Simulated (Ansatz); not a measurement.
# AgClF3P: basis-set convergence

One table from this session's results is given with a row withheld; the runs are named, their logs left out.

Method: one geometry, several basis sets; program: Ansatz 0.2.0, Gaussian basis.

Plan: PBE0-D4/def2-SVP; ωB97M-V/def2-SVP; PBE0-D4/def2-QZVPP; ωB97M-V/def2-QZVPP; the functionals' def2-TZVPP values are taken from earlier runs.

### Structure used throughout

The geometry comes from an earlier relaxation with PBE0-D4 in a triple-zeta def2 set; it is a stationary point. Ag takes the def2 core potential; no spin-orbit term is included.

SMILES `F[P+](F)(F)[Ag-][Cl]`, 6 atoms, charge 0, spin multiplicity 1.

Atoms are counted from 1 here; the program's logs count them from 0.

Bond lengths: F1–P2 1.546 Å, P2–F3 1.546 Å, P2–F4 1.546 Å, P2–Ag5 2.275 Å, Ag5–Cl6 2.264 Å. Angles: F1–P2–F3 99.8°, F1–P2–F4 99.8°, F1–P2–Ag5 118.0°, F3–P2–F4 99.8°, F3–P2–Ag5 118.0°, F4–P2–Ag5 118.0°, P2–Ag5–Cl6 180.0°.

Set-up of the first run:

File in.yaml:

```yaml
crystal:
  periodic: [false, false, false]
  atoms:
    - {symbol: F, position_ang: [0.705229, -0.812946, 1.717547]}
    - {symbol: P, position_ang: [0.442648, -0.598169, 0.209269]}
    - {symbol: F, position_ang: [-0.025461, -2.018959, -0.180899]}
    - {symbol: F, position_ang: [1.894549, -0.645344, -0.319638]}
    - {symbol: Ag, position_ang: [-0.860302, 1.161684, -0.406706]}
    - {symbol: Cl, position_ang: [-2.156664, 2.913745, -1.019582]}
basis:
  gaussian: {orbitals: def2-SVP}
hamiltonian: {xc: pbe0, dispersion: d4}
output: {orbitals: {seedname: orbitals}}
```

On the command line:

```console
$ ansatz run in.yaml --threads 4 --pin off --events-out ev --progress --plain --max-ram 10444MiB
```

Steps of the session up to this table: PBE0-D4 in def2-SVP; ωB97M-V in def2-SVP; PBE0-D4 in def2-QZVPP; ωB97M-V in def2-QZVPP.

One table of the session follows, with a row left open; its other results are not shown here.

It belongs to the step «Functionals by basis». 

```
functional       basis  HOMO (eV)  LUMO (eV)
   PBE0-D4    def2-SVP      -7.43      -1.64
   PBE0-D4  def2-TZVPP          ?          ?
   PBE0-D4  def2-QZVPP      -7.71      -1.87
   ωB97M-V    def2-SVP      -9.57       0.15
   ωB97M-V  def2-TZVPP      -9.86      -0.05
   ωB97M-V  def2-QZVPP      -9.93      -0.18
```

Q: Estimate the row for PBE0-D4, def2-TZVPP from the others.

The run gave: HOMO (eV): -7.65; LUMO (eV): -1.84. In the column «HOMO (eV)» it lies between PBE0-D4, def2-QZVPP (-7.71) and PBE0-D4, def2-SVP (-7.43).
